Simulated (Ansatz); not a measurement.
# GdN: the cost of one run

Program: Ansatz 0.2.0. Level of theory: DFT PBE+U (U_eff = 6 eV on Gd 4f), scalar-relativistic, plane waves, PAW. These are calculated values, not measurements.

## 1. Starting point

The structure is cubic, space group Fm-3m (No. 225). The conventional cell has a = 4.999 Å, b = 4.999 Å, c = 4.999 Å, α = 90.00°, β = 90.00°, γ = 90.00°. Gd (site symmetry m-3m) has 6 N at 2.50 Å as nearest neighbours. N (site symmetry m-3m) has 6 Gd at 2.50 Å as nearest neighbours.

Coordinates:

```xyz
2
Lattice="0.0000 2.4995 2.4995 2.4995 0.0000 2.4995 2.4995 2.4995 0.0000" Properties=species:S:1:pos:R:3 pbc="T T T"
Gd    0.0000    0.0000    0.0000
N     2.4995    2.4995    2.4995
```

The moments start at Gd 7.00 μB.

## 2. Seeding the open shells on a coarse mesh

input.yaml

```yaml
crystal:
  lattice:
    - [0.0, 2.4995, 2.4995]
    - [2.4995, 0.0, 2.4995]
    - [2.4995, 2.4995, 0.0]
  atoms:
    - { symbol: Gd, position: [0.0, 0.0, 0.0], spin: 7.0 }
    - { symbol: "N", position: [0.5, 0.5, 0.5] }
basis:
  ecutwfc: 420
  ecutrho_ratio: 4
kpoints:
  mp_grid: { grid: [5, 5, 5] }
hamiltonian:
  xc: pbe
  hubbard: { sites: [{ species: Gd, l: f, u_eff: 6.0 }] }
scf:
  occupations: { method: gaussian, width: 0.05 }
output:
  forces: true
  stress: true
  eigenvalues: true
  populations: true
  hubbard: { sites: [{ species: Gd, l: f }] }
magnetization:
  spin_polarized: true
```

Started as:

```console
ansatz run input.yaml --threads 2 --pin off --max-ram 5120MiB --backend cpu --events-out ev --progress --plain --runs-dir out
```

What time and memory should one allow on 2 threads of AMD EPYC 7R43 (Zen 3), shared host?

About 1.4 s, with a peak of 0.41 GiB.
